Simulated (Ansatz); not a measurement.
# the Ti-Zn system: a small convex hull

With the Python package of Ansatz (0.2.0).

Notebook, run cell by cell (the value of a cell's last expression is shown):

```python
from collections import Counter
import warnings

import ansatz as az
import matplotlib.pyplot as plt
import pandas as pd
from pymatgen.analysis.phase_diagram import PDEntry, PhaseDiagram
from pymatgen.core import Composition

PHASES = {
    "TiZn3 Pm-3m": (
        [(3.9322, 0.0, 0.0), (0.0, 3.9322, 0.0), (0.0, 0.0, 3.9322)],
        [
            ("Ti", (0.0, 0.0, 0.0)),
            ("Zn", (0.0, 0.5, 0.5)),
            ("Zn", (0.5, 0.0, 0.5)),
            ("Zn", (0.5, 0.5, 0.0)),
        ],
    ),
    "Ti3Zn Pm-3m": (
        [(4.003752, 0.0, 0.0), (0.0, 4.003752, 0.0), (0.0, 0.0, 4.003752)],
        [
            ("Ti", (0.0, 0.5, 0.5)),
            ("Ti", (0.5, 0.0, 0.5)),
            ("Ti", (0.5, 0.5, 0.0)),
            ("Zn", (0.0, 0.0, 0.0)),
        ],
    ),
    "Ti": (
        [(2.95, 0.0, 0.0), (-1.475, 2.554775, 0.0), (0.0, 0.0, 4.68)],
        [
            ("Ti", (1 / 3, 2 / 3, 0.25)),
            ("Ti", (2 / 3, 1 / 3, 0.75)),
        ],
    ),
    "Zn": (
        [(2.67, 0.0, 0.0), (-1.335, 2.312288, 0.0), (0.0, 0.0, 4.966)],
        [
            ("Zn", (1 / 3, 2 / 3, 0.25)),
            ("Zn", (2 / 3, 1 / 3, 0.75)),
        ],
    ),
}


def build(vectors, sites):
    crystal = az.Crystal(lattice=az.Lattice.of(vectors))
    for symbol, position in sites:
        crystal = crystal.atom(symbol, position)
    return crystal


def ground_state(name, crystal):
    calc = (
        crystal.calculation()
        .basis(28 * az.Ha, xc_grid=1)
        .functional("r2scan")
        .scf(lower_state_search="off")
        .kpoints(spacing=0.26)
        .occupations("gaussian", width=0.05)
    )
    calc = calc.relax(force_tolerance=0.02, max_steps=60, cell=True)
    return calc.run()
```

```python
def counts(outcome):
    return Counter(site.symbol for site in outcome.lattice.sites)
```

```python
warnings.simplefilter("ignore", az.DeckWarning)
```

```python
phases = {name: build(*cell) for name, cell in PHASES.items()}
```

```python
done = {name: ground_state(name, crystal) for name, crystal in phases.items()}

entries = [PDEntry(Composition(dict(counts(o))), o.report["energy_sigma0_ev"], name=name) for name, o in done.items()]
diagram = PhaseDiagram(entries)
rows = [(e.name, e.composition.get_atomic_fraction("Zn"), diagram.get_form_energy_per_atom(e), diagram.get_e_above_hull(e)) for e in entries]
rows.sort(key=lambda row: row[1])
print(pd.DataFrame(rows, columns=["phase", "x(Zn)", "E_form (eV/atom)", "above hull (eV/atom)"]).round(4).to_string(index=False))
print("on the hull of these phases:", ", ".join(row[0] for row in rows if row[3] < 1e-6))
stable = [row for row in rows if row[3] < 1e-6]
plt.figure(figsize=(4.5, 3.2))
plt.plot([row[1] for row in stable], [row[2] for row in stable], "k-o")
plt.plot([row[1] for row in rows], [row[2] for row in rows], "r.")
plt.xlabel("fraction of Zn")
plt.ylabel("formation energy (eV/atom)")
plt.tight_layout()
plt.savefig("hull.png", dpi=100)
```

          phase  x(Zn)  E_form (eV/atom)  above hull (eV/atom)
             Ti   0.00            0.0000                   0.0
    Ti3Zn Pm-3m   0.25           -0.1143                   0.0
    TiZn3 Pm-3m   0.75           -0.2158                   0.0
             Zn   1.00            0.0000                   0.0
    on the hull of these phases: Ti, Ti3Zn Pm-3m, TiZn3 Pm-3m, Zn

Notes:
- The settings weren't tested for convergence.
- xc_grid=1 is under the default for a meta-GGA and makes forces and stresses depend on the grid.
- The meshes are coarse for the metals among these phases, whose energies can be off by up to 40 meV an atom.
- The cells come from databases of deposited and of computed structures, and not all need be stable phases.
- Differences under about 40 meV an atom lie within the error of mesh and functional, so such verdicts may flip; only the cells listed enter the hull.
- Run time: 110 s on 1 thread of Arm Neoverse V2, with other jobs on the host, peak memory 0.63 GiB.
